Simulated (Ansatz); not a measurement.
# GeH₃F + HBr: a complex and its separated parts, part 2 of 2

Ansatz 0.2.0, Gaussian basis. The steps go on from the part before.

### Step 14. wB97X-V/def2-TZVPP

The inputs:

parta/in.yaml

```yaml
crystal:
  periodic: [false, false, false]
  atoms:
    - {symbol: Ge, position_ang: [-0.648713, -0.238167, -0.867182]}
    - {symbol: H, position_ang: [-0.888520, -1.253293, -1.990851]}
    - {symbol: H, position_ang: [-1.803470, -0.195741, 0.140533]}
    - {symbol: H, position_ang: [-0.283949, 1.152009, -1.401161]}
    - {symbol: F, position_ang: [0.744779, -0.804392, 0.011363]}
basis:
  gaussian: {orbitals: def2-TZVPP}
hamiltonian: {xc: {name: wB97X-V}}
```

partb/in.yaml

```yaml
crystal:
  periodic: [false, false, false]
  atoms:
    - {symbol: Br, position_ang: [1.513828, 1.152671, 2.569252]}
    - {symbol: H, position_ang: [1.366045, 0.186915, 1.538047]}
basis:
  gaussian: {orbitals: def2-TZVPP}
hamiltonian: {xc: {name: wB97X-V}}
```

Each run has its own folder and the same command.

Run with:

```
> ansatz run in.yaml --threads 4 --pin off --events-out ev --progress --plain --max-ram 9574MiB
```

Log of parta, shortened:

```text
Functional definition: wB97X-V
  name "wB97X-V"
  cite "Mardirossian & Head-Gordon, Phys. Chem. Chem. Phys. 16, 9904 (2014) doi:10.1039/C3CP54374A"
  cite "Becke, J. Chem. Phys. 107, 8554 (1997) doi:10.1063/1.475007"
  cite "Vydrov & Van Voorhis, J. Chem. Phys. 133, 244103 (2010) doi:10.1063/1.3521275"
[...]
      + integral(e_c_pw_opposite_spin*poly(b97_u_opposite, cos0, cos1)) + vv10(b, c)
722 factors; their error is unknown
154 factors; integrals over basis functions are off by at most 6.6e-6 eV
[...]
mean field -59279.81432789 eV, -2178.4929952487 hartree, gradient 3.9e-5 eV, S^2 0.000000; 0 other end points of the search recorded, 0 dependent functions left out
reference -59279.81432642 eV, -2178.4929951945 hartree; 22, 22 occupied and 99, 99 virtual orbitals, 722 factors
Total energy: -59279.81432642 eV, -2178.4929951945 hartree
```

Log of partb, shortened:

```text
[... 5 set-up lines as earlier in the session ...]
[...]
      + integral(e_c_pw_opposite_spin*poly(b97_u_opposite, cos0, cos1)) + vv10(b, c)
472 factors; their error is unknown
73 factors; integrals over basis functions are off by at most 1.1e-4 eV
[...]
mean field -70056.29632330 eV, -2574.5214040183 hartree, gradient 1.2e-5 eV, S^2 0.000000; 0 other end points of the search recorded, 0 dependent functions left out
reference -70056.29632224 eV, -2574.5214039791 hartree; 18, 18 occupied and 44, 44 virtual orbitals, 472 factors
Total energy: -70056.29632224 eV, -2574.5214039791 hartree
```

Times: 1.6 s (parta), 0.5 s (partb) on 4 threads of Arm Neoverse V2, shared host.

### Step 15. wB97M-V/def2-TZVPP

The same edit goes into each in.yaml of step 14 (parta, partb):

```diff
-hamiltonian: {xc: {name: wB97X-V}}
+hamiltonian: {xc: {name: wB97M-V}}
```

The same command starts each run, in its folder.

Run with:

```
> ansatz run in.yaml --threads 4 --pin off --events-out ev --progress --plain --max-ram 9574MiB
```

Output in parta, shortened:

```text
Functional definition: wB97M-V
  name "wB97M-V"
  cite "Mardirossian & Head-Gordon, J. Chem. Phys. 144, 214110 (2016) doi:10.1063/1.4952647"
[... 2 set-up lines as earlier in the session ...]
  # Of w^i u^j: cxij and so on, Table III.
[...]
  gx(w, u) = 1 - cx + cx01*u + cx10*w
[...]
      + integral(e_c_pw_mod_opposite_spin*gos(b97_w_opposite, b97_u_opposite)) + vv10(b, c)
719 factors; their error is unknown
154 factors; integrals over basis functions are off by at most 6.6e-6 eV
[...]
mean field -59281.74906452 eV, -2178.5640955086 hartree, gradient 3.9e-5 eV, S^2 0.000000; 0 other end points of the search recorded, 0 dependent functions left out
reference -59281.74910015 eV, -2178.5640968176 hartree; 22, 22 occupied and 99, 99 virtual orbitals, 719 factors
Total energy: -59281.74910015 eV, -2178.5640968176 hartree
```

Log of partb, shortened:

```text
[... 5 set-up lines as earlier in the session ...]
  # Of w^i u^j: cxij and so on, Table III.
[...]
  gx(w, u) = 1 - cx + cx01*u + cx10*w
[...]
      + integral(e_c_pw_mod_opposite_spin*gos(b97_w_opposite, b97_u_opposite)) + vv10(b, c)
467 factors; their error is unknown
73 factors; integrals over basis functions are off by at most 1.1e-4 eV
[...]
mean field -70058.67557324 eV, -2574.6088398407 hartree, gradient 8.6e-6 eV, S^2 0.000000; 0 other end points of the search recorded, 0 dependent functions left out
reference -70058.67559905 eV, -2574.6088407890 hartree; 18, 18 occupied and 44, 44 virtual orbitals, 467 factors
Total energy: -70058.67559905 eV, -2574.6088407890 hartree
```

They took 2 s (parta), 0.6 s (partb) on 4 threads of Arm Neoverse V2, shared host.

### Step 16. B2PLYP/def2-TZVPP

The same edit goes into each in.yaml of step 15 (parta, partb):

```diff
-hamiltonian: {xc: {name: wB97M-V}}
+hamiltonian: {xc: {name: B2PLYP}}
```

The same command starts each run, in its folder.

Run with:

```
> ansatz run in.yaml --threads 4 --pin off --events-out ev --progress --plain --max-ram 9574MiB
```

parta printed, shortened:

```text
Functional definition: B2PLYP
  name "B2PLYP"
  cite "Grimme, J. Chem. Phys. 124, 034108 (2006) doi:10.1063/1.2148954"
[... 2 set-up lines as earlier in the session ...]
[...]
750 factors; integrals over basis functions are off by at most 7.0e-4 eV
[...]
mean field -59269.82697222 eV, -2178.1259666975 hartree, gradient 2.2e-6 eV, S^2 0.000000; 0 other end points of the search recorded, 0 dependent functions left out
10 core orbitals not correlated: weight in the atoms' cores, before any rotation towards them, 1.000 or more for the frozen orbitals, at most 0.000 for the correlated occupied ones
reference -59269.82710242 eV, -2178.1259714821 hartree; 12, 12 occupied and 99, 99 virtual orbitals, 750 factors
second order -16.88835212 eV of doubles, -0.00000000 eV of singles
Total energy: -59274.38695749 eV, -2178.2935430652 hartree
```

Log of partb, shortened:

```text
[... 5 set-up lines as earlier in the session ...]
[...]
399 factors; integrals over basis functions are off by at most 1.5e-3 eV
[...]
mean field -70049.78224080 eV, -2574.2820159017 hartree, gradient 1.6e-6 eV, S^2 0.000000; 0 other end points of the search recorded, 0 dependent functions left out
9 core orbitals not correlated: weight in the atoms' cores, before any rotation towards them, 1.000 or more for the frozen orbitals, at most 0.000 for the correlated occupied ones
reference -70049.78234154 eV, -2574.2820196037 hartree; 9, 9 occupied and 44, 44 virtual orbitals, 399 factors
second order -9.24619582 eV of doubles, -0.00000000 eV of singles
Total energy: -70052.27881441 eV, -2574.3737632896 hartree
```

They took 0.95 s (parta), 0.35 s (partb) on 4 threads of Arm Neoverse V2, shared host.

### Step 17. PBE-QIDH/def2-TZVPP

The same edit goes into each in.yaml of step 16 (parta, partb):

```diff
-hamiltonian: {xc: {name: B2PLYP}}
+hamiltonian: {xc: {name: PBE-QIDH}}
```

One command serves all of them, each in its own folder.

Run with:

```
> ansatz run in.yaml --threads 4 --pin off --events-out ev --progress --plain --max-ram 9574MiB
```

Output in parta, shortened:

```text
Functional definition: PBE-QIDH
  name "PBE-QIDH"
  cite "Brémond, Sancho-García, Pérez-Jiménez & Adamo, J. Chem. Phys. 141, 031101 (2014) doi:10.1063/1.4890314"
[... 1 set-up line as earlier in the session ...]
[...]
750 factors; integrals over basis functions are off by at most 7.0e-4 eV
[...]
mean field -59261.66606048 eV, -2177.8260587226 hartree, gradient 3.2e-6 eV, S^2 0.000000; 0 other end points of the search recorded, 0 dependent functions left out
10 core orbitals not correlated: weight in the atoms' cores, before any rotation towards them, 1.000 or more for the frozen orbitals, at most 0.000 for the correlated occupied ones
reference -59261.66607007 eV, -2177.8260590750 hartree; 12, 12 occupied and 99, 99 virtual orbitals, 750 factors
second order -15.73020741 eV of doubles, -0.00000000 eV of singles
Total energy: -59266.90947254 eV, -2178.0187505617 hartree
```

partb printed, shortened:

```text
[... 4 set-up lines as earlier in the session ...]
[...]
399 factors; integrals over basis functions are off by at most 1.5e-3 eV
[...]
mean field -70043.31096241 eV, -2574.0442008074 hartree, gradient 9.2e-7 eV, S^2 0.000000; 0 other end points of the search recorded, 0 dependent functions left out
9 core orbitals not correlated: weight in the atoms' cores, before any rotation towards them, 1.000 or more for the frozen orbitals, at most 0.000 for the correlated occupied ones
reference -70043.31096954 eV, -2574.0442010690 hartree; 9, 9 occupied and 44, 44 virtual orbitals, 399 factors
second order -8.68132073 eV of doubles, -0.00000000 eV of singles
Total energy: -70046.20474311 eV, -2574.1505452865 hartree
```

Wall times: 0.95 s (parta), 0.35 s (partb) on 4 threads of Arm Neoverse V2, shared host.

### Step 18. RPA on PBE/def2-TZVPP

The same edit goes into each in.yaml of step 17 (parta, partb):

```diff
-hamiltonian: {xc: {name: PBE-QIDH}}
+hamiltonian: {xc: pbe}
+correlation: {method: rpa}
```

The same command starts each run, in its folder.

Run with:

```
> ansatz run in.yaml --threads 4 --pin off --events-out ev --progress --plain --max-ram 9574MiB
```

parta printed, shortened:

```text
[... 4 set-up lines as earlier in the session ...]
[...]
750 factors; integrals over basis functions are off by at most 7.0e-4 eV
[...]
mean field -59274.48818854 eV, -2178.2972632378 hartree, gradient 7.3e-7 eV, S^2 0.000000; 0 other end points of the search recorded, 0 dependent functions left out
10 core orbitals not correlated: weight in the atoms' cores, before any rotation towards them, 1.000 or more for the frozen orbitals, at most 0.000 for the correlated occupied ones
reference -59227.77299595 eV, -2176.5805115748 hartree; 12, 12 occupied and 99, 99 virtual orbitals, 750 factors
Total energy: -59249.98976414 eV, -2177.3969627468 hartree
```

Log of partb, shortened:

```text
[... 4 set-up lines as earlier in the session ...]
[...]
399 factors; integrals over basis functions are off by at most 1.5e-3 eV
[...]
mean field -70052.13667044 eV, -2574.3685395948 hartree, gradient 4.3e-6 eV, S^2 0.000000; 0 other end points of the search recorded, 0 dependent functions left out
9 core orbitals not correlated: weight in the atoms' cores, before any rotation towards them, 1.000 or more for the frozen orbitals, at most 0.000 for the correlated occupied ones
reference -70014.55939499 eV, -2572.9876001931 hartree; 9, 9 occupied and 44, 44 virtual orbitals, 399 factors
Total energy: -70026.49301441 eV, -2573.4261526180 hartree
```

They took 0.9 s (parta), 0.3 s (partb) on 4 threads of Arm Neoverse V2, shared host.

### Step 19. CCSD(T)/def2-TZVPP

The same edit goes into each in.yaml of step 18 (parta, partb):

```diff
-hamiltonian: {xc: pbe}
-correlation: {method: rpa}
+correlation: {method: ccsd_t}
```

The same command starts each run, in its folder.

Run with:

```
> ansatz run in.yaml --threads 4 --pin off --events-out ev --progress --plain --max-ram 9574MiB
```

Output in parta, shortened:

```text
Functional definition: HF
  name "HF"
  cite "Fock, Z. Phys. 61, 126 (1930) doi:10.1007/BF01340294"
[... 1 set-up line as earlier in the session ...]
[...]
750 factors; integrals over basis functions are off by at most 7.0e-4 eV
[...]
mean field -59228.98346860 eV, -2176.6249956240 hartree, gradient 2.4e-6 eV, S^2 0.000000; 0 other end points of the search recorded, 0 dependent functions left out
10 core orbitals not correlated: weight in the atoms' cores, before any rotation towards them, 1.000 or more for the frozen orbitals, at most 0.000 for the correlated occupied ones
reference -59228.98346860 eV, -2176.6249956240 hartree; 12, 12 occupied and 99, 99 virtual orbitals, 750 factors
second order -14.06911853 eV of doubles, -0.00000000 eV of singles
cycle   1  -13.93185431 eV  change    1.4e-1 eV  update   8.9e-2
[...]
cycle   9  -14.41094464 eV  change   -1.0e-5 eV  update   1.1e-5
perturbative correction -0.41887456 eV, -0.0153933561 hartree
Total energy: -59243.81328780 eV, -2177.1699814276 hartree
```

partb printed, shortened:

```text
[... 4 set-up lines as earlier in the session ...]
[...]
399 factors; integrals over basis functions are off by at most 1.5e-3 eV
[...]
mean field -70014.93832479 eV, -2573.0015256063 hartree, gradient 1.4e-6 eV, S^2 0.000000; 0 other end points of the search recorded, 0 dependent functions left out
9 core orbitals not correlated: weight in the atoms' cores, before any rotation towards them, 1.000 or more for the frozen orbitals, at most 0.000 for the correlated occupied ones
reference -70014.93832479 eV, -2573.0015256063 hartree; 9, 9 occupied and 44, 44 virtual orbitals, 399 factors
second order -7.83906879 eV of doubles, -0.00000000 eV of singles
cycle   1  -7.92765088 eV  change   -8.9e-2 eV  update   4.5e-2
[...]
cycle   7  -8.11359585 eV  change   -4.8e-6 eV  update   1.2e-5
perturbative correction -0.24160140 eV, -0.0088786878 hartree
Total energy: -70023.29352204 eV, -2573.3085734420 hartree
```

Times: 4.5 s (parta), 0.3 s (partb) on 4 threads of Arm Neoverse V2, shared host; peak memory 0.55 GiB.

### Step 20. Vibrations of GeH₃F

File vib-parta/in.yaml:

```yaml
crystal:
  periodic: [false, false, false]
  atoms:
    - {symbol: Ge, position_ang: [-0.648713, -0.238167, -0.867182]}
    - {symbol: H, position_ang: [-0.888520, -1.253293, -1.990851]}
    - {symbol: H, position_ang: [-1.803470, -0.195741, 0.140533]}
    - {symbol: H, position_ang: [-0.283949, 1.152009, -1.401161]}
    - {symbol: F, position_ang: [0.744779, -0.804392, 0.011363]}
basis:
  gaussian: {orbitals: def2-TZVP}
hamiltonian: {xc: pbe0, dispersion: d4}
phonons: {temperatures: {t_min: 298.15, t_max: 900, t_step: 200}}
```

Run with:

```
> ansatz run in.yaml --threads 4 --pin off --events-out ev --progress --plain --max-ram 9574MiB
```

The program printed, shortened:

```text
[... 5 set-up lines as earlier in the session ...]
[...]
689 factors; their error is unknown
[...]
mean field -59276.03112742 eV, -2178.3539651957 hartree, gradient 7.2e-5 eV, S^2 0.000000; 0 other end points of the search recorded, 0 dependent functions left out
[...]
Atom 2 at    -1.803470    -0.195741     0.140533 Å, force     0.000893     0.001198     0.000435 eV/Å
Atom 3 at    -0.283949     1.152009    -1.401161 Å, force    -0.000107     0.000013     0.001509 eV/Å
Atom 4 at     0.744779    -0.804392     0.011363 Å, force     0.000318     0.000917     0.000933 eV/Å
Dipole moment:    -0.353738     0.143959    -0.222861 e Å
Vibrations: 635.86 635.96 699.16 870.49 870.56 872.79 2179.17 2188.65 2188.74 cm⁻¹, zero-point energy 0.690678 eV
```

Wall time 12 s (4 threads of Arm Neoverse V2, shared host).

Wavenumbers and character of the modes:

| mode | wavenumber (cm⁻¹) | character |
| --- | --- | --- |
| 1 | 636 | bend |
| 2 | 636 | bend |
| 3 | 699 | Ge–F stretch |
| 4 | 870 | bend |
| 5 | 871 | bend |
| 6 | 873 | bend |
| 7 | 2179 | Ge–H stretch |
| 8 | 2189 | Ge–H stretch |
| 9 | 2189 | Ge–H stretch |

Vibrational sums (real modes only):

| T (K) | entropy (J/mol/K) | heat capacity (J/mol/K) |
| --- | --- | --- |
| 298 | 6.5 | 18.3 |
| 498 | 20.4 | 35.5 |
| 698 | 34.2 | 46.4 |
| 898 | 46.9 | 53.8 |

### Step 21. Vibrations of HBr

File vib-partb/in.yaml:

```yaml
crystal:
  periodic: [false, false, false]
  atoms:
    - {symbol: Br, position_ang: [1.513828, 1.152671, 2.569252]}
    - {symbol: H, position_ang: [1.366045, 0.186915, 1.538047]}
basis:
  gaussian: {orbitals: def2-TZVP}
hamiltonian: {xc: pbe0, dispersion: d4}
phonons: {temperatures: {t_min: 298.15, t_max: 900, t_step: 200}}
```

Run with:

```
> ansatz run in.yaml --threads 4 --pin off --events-out ev --progress --plain --max-ram 9574MiB
```

The program printed, shortened:

```text
[... 5 set-up lines as earlier in the session ...]
[...]
457 factors; their error is unknown
[...]
mean field -70054.57278216 eV, -2574.4580650495 hartree, gradient 2.1e-5 eV, S^2 0.000000; 0 other end points of the search recorded, 0 dependent functions left out
[...]
reference -70054.57271866 eV, -2574.4580627159 hartree; 18, 18 occupied and 36, 36 virtual orbitals, 457 factors
Total energy: -70054.57831875 eV, -2574.4582685154 hartree
Atom 0 at     1.513828     1.152671     2.569252 Å, force     0.000046     0.000303     0.000324 eV/Å
Atom 1 at     1.366045     0.186915     1.538047 Å, force    -0.000046    -0.000303    -0.000324 eV/Å
Dipole moment:    -0.020634    -0.134841    -0.143979 e Å
Vibrations: 2667.58 cm⁻¹, zero-point energy 0.165369 eV
```

Wall time 1.9 s (4 threads of Arm Neoverse V2, shared host).

The modes, with what each moves most:

| mode | wavenumber (cm⁻¹) | character |
| --- | --- | --- |
| 1 | 2668 | Br–H stretch |

Vibrational sums (real modes only):

| T (K) | entropy (J/mol/K) | heat capacity (J/mol/K) |
| --- | --- | --- |
| 298 | 0.0 | 0.0 |
| 498 | 0.0 | 0.2 |
| 698 | 0.2 | 1.0 |
| 898 | 0.6 | 2.2 |

### Step 22. Complex less separated parts

The complex's own energies come from single points at the same levels.

Rows are in def2-TZVPP; times add the 3 runs of a level on a shared host, so small differences are noise.

Differences are taken before rounding.

| method | rung | complex less parts (kJ/mol) | from CCSD(T) (kJ/mol) | time |
| --- | --- | --- | --- | --- |
| SPW92 | LDA | -28.3 | -12.4 | 1.2 s |
| PBE-D4 | GGA | -20.2 | -4.2 | 1.9 s |
| BLYP-D4 | GGA | -19.3 | -3.3 | 1.9 s |
| r2SCAN-D4 | meta-GGA | -18.1 | -2.2 | 4.2 s |
| B97M-V | meta-GGA | -16.6 | -0.6 | 8.1 s |
| PBE0-D4 | hybrid | -18.5 | -2.5 | 2.8 s |
| B3LYP-D4 | hybrid | -18.9 | -2.9 | 2.8 s |
| r2SCAN0-D4 | hybrid | -17.5 | -1.6 | 5.4 s |
| BHLYP-D4 | hybrid | -18.8 | -2.9 | 2.5 s |
| CAM-B3LYP-D4 | range-separated hybrid | -19.6 | -3.6 | 3 s |
| wB97X-V | range-separated hybrid | -17.0 | -1.0 | 6.6 s |
| wB97M-V | range-separated hybrid | -17.2 | -1.2 | 8.1 s |
| B2PLYP | double hybrid | -14.9 | +1.1 | 4.4 s |
| PBE-QIDH | double hybrid | -15.7 | +0.3 | 4.6 s |
| RPA on PBE | RPA | -13.0 | +2.9 | 4.1 s |
| Hartree-Fock | wavefunction | -6.0 | +10.0 |  |
| MP2 | wavefunction | -17.5 | -1.5 |  |
| CCSD | wavefunction | -14.3 | +1.7 |  |
| CCSD(T) | wavefunction | -16.0 | 0 | 69 s |

Among the levels timed on like hardware and quicker than the yardstick, those that no quicker one beats, quickest first: SPW92 (1.2 s, -12.4 kJ/mol); PBE-D4 (1.9 s, -4.2 kJ/mol); BLYP-D4 (1.9 s, -3.3 kJ/mol); BHLYP-D4 (2.5 s, -2.9 kJ/mol); PBE0-D4 (2.8 s, -2.5 kJ/mol); r2SCAN-D4 (4.2 s, -2.2 kJ/mol); B2PLYP (4.4 s, +1.1 kJ/mol); PBE-QIDH (4.6 s, +0.3 kJ/mol).

PBE-QIDH reaches 0.3 kJ/mol from the reference in 4.6 s, where CCSD(T) took 69 s; the quickest level in the cost chart, SPW92, takes 1.2 s and misses by 12.4 kJ/mol.

The complex's zero-point energy, from a separate PBE0-D4 run, is 0.898 eV.

### Step 23. What came out

The summary covers parts 1 to 2.

| quantity | value |
| --- | --- |
| complex less parts, CCSD(T)/def2-TZVPP | -16.0 kJ/mol |
| with zero-point energy | -11.9 kJ/mol |
| largest T1 diagnostic | 0.012 |

**Reading.** At CCSD(T) the complex lies 16.0 kJ/mol below its parts. Among the functionals PBE-QIDH lands nearest to CCSD(T) (+0.3 kJ/mol) and SPW92 farthest (-12.4 kJ/mol). Mean unsigned error by rung: LDA 12.4, GGA 3.8, meta-GGA 1.4, hybrid 2.5, range-separated hybrid 1.9, double hybrid 0.7 kJ/mol. The double hybrids carry no dispersion term here, unlike the levels marked D4 or V. PBE-D4 gives a relative energy 4.2 kJ/mol too low, outside chemical accuracy (1 kcal/mol, 4.2 kJ/mol). The complex's frequency run has imaginary modes: the structure is no minimum, so both the energy and the zero-point correction are in doubt. No counterpoise was applied, and triple zeta lacks some correlation, so the CCSD(T) reference has a basis error of its own, and close matches with it are partly luck.
